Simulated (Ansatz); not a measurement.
# SbPb: straining the crystal, equal strain of all cell vectors

The task here is to estimate one member of a computed series from the others.

Computed with Ansatz 0.2.0 (DFT r2SCAN, scalar-relativistic, plane waves, PAW, unless a step's input says otherwise).

2 further runs of the same task are left out: 2 set aside as unsound or not needed.

## Starting point

It takes space group Cmmm (No. 65, orthorhombic). The conventional cell has a = 4.089 Å, b = 5.345 Å, c = 5.383 Å, α = 90.00°, β = 90.00°, γ = 90.00°. Sb (site symmetry mmm) is surrounded by 4 Sb at 3.36 Å and 8 Pb at 3.38 to 3.79 Å. Around Pb (site symmetry mmm) lie 4 Pb at 3.36 Å and 8 Sb at 3.38 to 3.79 Å.

Structure file:

```xyz
4
Lattice="4.0888 0.0000 0.0000 0.0000 5.3449 0.0000 0.0000 0.0000 5.3834" Properties=species:S:1:pos:R:3 pbc="T T T"
Sb    2.0444    0.0000    2.6917
Sb    0.0000    2.6724    2.6917
Pb    0.0000    0.0000    0.0000
Pb    2.0444    2.6724    0.0000
```

It goes back to an entry of the Materials Project, which need not be the stable form.

The unstrained cell was computed beforehand with the same settings: E(σ→0) = -36839.3632 eV for 4 atoms, gap none (metal).

Set-up of the first run:

The input, input.yaml:

```yaml
crystal:
  lattice:
    - [4.0478745436, 0.0, 0.0]
    - [0.0, 5.2914101817, 0.0]
    - [0.0, 0.0, 5.3295782085]
  atoms:
    - { symbol: Sb, position: [0.5, 0.0, 0.5] }
    - { symbol: Sb, position: [0.0, 0.5, 0.5] }
    - { symbol: Pb, position: [0.0, 0.0, 0.0] }
    - { symbol: Pb, position: [0.5, 0.5, 0.0] }
basis:
  ecutwfc: 500
kpoints:
  mp_grid: { grid: [10, 8, 8] }
hamiltonian:
  xc: r2scan
scf:
  occupations: { method: gaussian, width: 0.1 }
output:
  forces: true
  stress: true
  eigenvalues: true
```

Steps of the session up to this table: The cell strained by -1.0 %; At +1.0 %; At -2.0 %; Strain +2.0 %; At -3.0 %; Strain +3.0 %.

One table of the session follows, with a row left open; its other results are not shown here.

It belongs to the step «Energy and stress against strain (a metal throughout)». Lengths are those of the vectors of the cell that was run; stresses in GPa:

| strain (%) | ΔE (meV/atom) | a (Å) | b (Å) | c (Å) |
| --- | --- | --- | --- | --- |
| -3.0 | 41.9 | 3.966 | 5.185 | 5.222 |
| -2.0 | ? | ? | ? | ? |
| -1.0 | 4.4 | 4.048 | 5.291 | 5.330 |
| +0.0 | 0.0 | 4.089 | 5.345 | 5.383 |
| +1.0 | 4.0 | 4.130 | 5.398 | 5.437 |
| +2.0 | 15.3 | 4.171 | 5.452 | 5.491 |
| +3.0 | 33.3 | 4.211 | 5.505 | 5.545 |

Estimate the missing values for strain (%) = -2.0.

Worked estimate for «ΔE (meV/atom)». A straight line through the neighbours (-3.0, 41.9) and (-1.0, 4.4) gives 41.9 + (4.4 − 41.9) × (-2.0 + 3.0) / (-1.0 + 3.0) = 23.1; a parabola fitted to 3 rows on both sides gives 18.4.

The run gave: ΔE (meV/atom): 18.0; a (Å): 4.007; b (Å): 5.238; c (Å): 5.276. In «ΔE (meV/atom)» the line misses by +5.1 and the parabola by +0.4.

ΔE is over the unstrained cell. Stress in GPa, positive in compression, on the Cartesian axes of the input. 
